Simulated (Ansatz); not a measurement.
# SiO2 (seifertite): the cost of one run

Computed with Ansatz 0.2.0 (DFT r2SCAN, scalar-relativistic, plane waves, PAW, unless a step's input says otherwise).

## 1. The starting structure

It takes space group Pbcn (No. 60, orthorhombic). Conventional cell: a = 4.097 Å, b = 5.046 Å, c = 4.495 Å, α = 90.00°, β = 90.00°, γ = 90.00°. Si (site symmetry 2) is surrounded by 6 O at 1.74 to 1.85 Å. O (site symmetry 1) has 3 Si at 1.74 to 1.85 Å as nearest neighbours.

Coordinates:

```cif
data_structure
_symmetry_space_group_name_H-M 'P 1'
_symmetry_Int_Tables_number 1
_cell_length_a 4.0970
_cell_length_b 5.0462
_cell_length_c 4.4946
_cell_angle_alpha 90.000
_cell_angle_beta 90.000
_cell_angle_gamma 90.000
_cell_volume 92.92
loop_
_atom_site_label
_atom_site_type_symbol
_atom_site_fract_x
_atom_site_fract_y
_atom_site_fract_z
_atom_site_occupancy
Si1 Si 0.00000 0.15220 0.25000 1
Si2 Si 0.00000 0.84780 0.75000 1
Si3 Si 0.50000 0.34780 0.75000 1
Si4 Si 0.50000 0.65220 0.25000 1
O1 O 0.73360 0.62450 0.91860 1
O2 O 0.26640 0.37550 0.08140 1
O3 O 0.76640 0.87550 0.41860 1
O4 O 0.23360 0.12450 0.58140 1
O5 O 0.23360 0.87550 0.08140 1
O6 O 0.76640 0.12450 0.91860 1
O7 O 0.26640 0.62450 0.58140 1
O8 O 0.73360 0.37550 0.41860 1
```

## 2. Cell and atoms relaxed at 0 GPa

Contents of input.yaml:

```yaml
crystal:
  lattice:
    - [4.097, 0.0, 0.0]
    - [0.0, 5.0462, 0.0]
    - [0.0, 0.0, 4.4946]
  atoms:
    - { symbol: Si, position: [0.0, 0.1522, 0.25] }
    - { symbol: Si, position: [0.0, 0.8478, 0.75] }
    - { symbol: Si, position: [0.5, 0.3478, 0.75] }
    - { symbol: Si, position: [0.5, 0.6522, 0.25] }
    - { symbol: O, position: [0.7336, 0.6245, 0.9186] }
    - { symbol: O, position: [0.2664, 0.3755, 0.0814] }
    - { symbol: O, position: [0.7664, 0.8755, 0.4186] }
    - { symbol: O, position: [0.2336, 0.1245, 0.5814] }
    - { symbol: O, position: [0.2336, 0.8755, 0.0814] }
    - { symbol: O, position: [0.7664, 0.1245, 0.9186] }
    - { symbol: O, position: [0.2664, 0.6245, 0.5814] }
    - { symbol: O, position: [0.7336, 0.3755, 0.4186] }
scf:
  occupations: { method: fixed }
output:
  forces: true
  stress: true
  eigenvalues: true
  write_density: true
  write_potential: true
  elf: true
  volumetric_format: npy
hamiltonian:
  xc: r2scan
basis:
  ecutwfc: 600
kpoints:
  mp_grid: { grid: [6, 5, 5] }
relax:
  f_tol: 0.002
  max_steps: 60
  cell: { stress_tol: 0.02, p_target: 0 }
```

Launch:

```bash
> ansatz run input.yaml --threads 4 --pin off --max-ram 10240MiB --backend cpu --events-out ev --progress --plain --runs-dir out
```

What time and memory should one allow on 4 threads of Intel Xeon Platinum 8259CL at 2.50GHz (Skylake/Cascade Lake), shared host?

About 60 s, with a peak of 0.85 GiB.
